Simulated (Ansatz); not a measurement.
# CO2: the cost of one run

Program: Ansatz 0.2.0. Level of theory: DFT PBE+D3(BJ), plane waves, PAW, scalar-relativistic, no spin polarisation. These are calculated values, not measurements.

**1. The structure to begin with**

The cell holds 24 atoms (C8O16): a = 8.821 Å, b = 8.821 Å, c = 8.821 Å, α = 90.00°, β = 90.00°, γ = 90.00°.

The coordinates stand in the first input below.

**2. Preparing the start**

Input file input.yaml:

```yaml
crystal:
  lattice:
    - [8.821161, 0.0, 0.0]
    - [0.0, 8.821161, 0.0]
    - [0.0, 0.0, 8.821161]
  atoms:
    - { symbol: C, position: [0.1643722, 0.9111021, 0.8428098] }
    - { symbol: O, position: [0.1283257, 0.9599328, 0.9618466] }
    - { symbol: O, position: [0.2004186, 0.8622713, 0.7237731] }
    - { symbol: C, position: [0.0292594, 0.6463405, 0.8160333] }
    - { symbol: O, position: [0.0258278, 0.6334087, 0.9489788] }
    - { symbol: O, position: [0.032691, 0.6592722, 0.6830877] }
    - { symbol: C, position: [0.7759861, 0.2783503, 0.672715] }
    - { symbol: O, position: [0.7662746, 0.368706, 0.7706693] }
    - { symbol: O, position: [0.7856976, 0.1879945, 0.5747606] }
    - { symbol: C, position: [0.4411187, 0.1226712, 0.6197738] }
    - { symbol: O, position: [0.4693548, 0.049551, 0.7279852] }
    - { symbol: O, position: [0.4128827, 0.1957913, 0.5115625] }
    - { symbol: C, position: [0.4184191, 0.8216073, 0.0905181] }
    - { symbol: O, position: [0.311944, 0.7854841, 0.1627103] }
    - { symbol: O, position: [0.5248941, 0.8577304, 0.0183259] }
    - { symbol: C, position: [0.0177455, 0.0198422, 0.3803447] }
    - { symbol: O, position: [-0.0195075, -0.1055118, 0.4077697] }
    - { symbol: O, position: [0.0549984, 0.1451962, 0.3529197] }
    - { symbol: C, position: [0.6794907, 0.1793789, 0.15078] }
    - { symbol: O, position: [0.5804852, 0.136772, 0.229749] }
    - { symbol: O, position: [0.7784961, 0.2219857, 0.0718109] }
    - { symbol: C, position: [0.2902651, 0.5401077, 0.5039633] }
    - { symbol: O, position: [0.326574, 0.6639474, 0.4693377] }
    - { symbol: O, position: [0.2539561, 0.4162681, 0.5385889] }
basis:
  ecutwfc: 420.0
kpoints:
  mp_grid: { grid: [1, 1, 1] }
hamiltonian:
  xc: pbe
  dispersion: d3bj
scf:
  occupations: { method: fermi_dirac, width: 0.02 }
  lower_state_search: "off"
relax:
  f_tol: 0.3
  max_steps: 15
  adjacent_minimum: "off"
output:
  write_density: true
  write_potential: true
  elf: true
  volumetric_format: npy
```

Started as:

```
$ ansatz run input.yaml --threads 1 --pin off --max-ram 3072MiB --backend cpu --events-out ev --progress --plain --runs-dir out
```

**Question.** How long does this run take on 1 thread of Arm Neoverse V2, shared host, and how much memory does it need?

About 40 s, with a peak of 0.54 GiB.
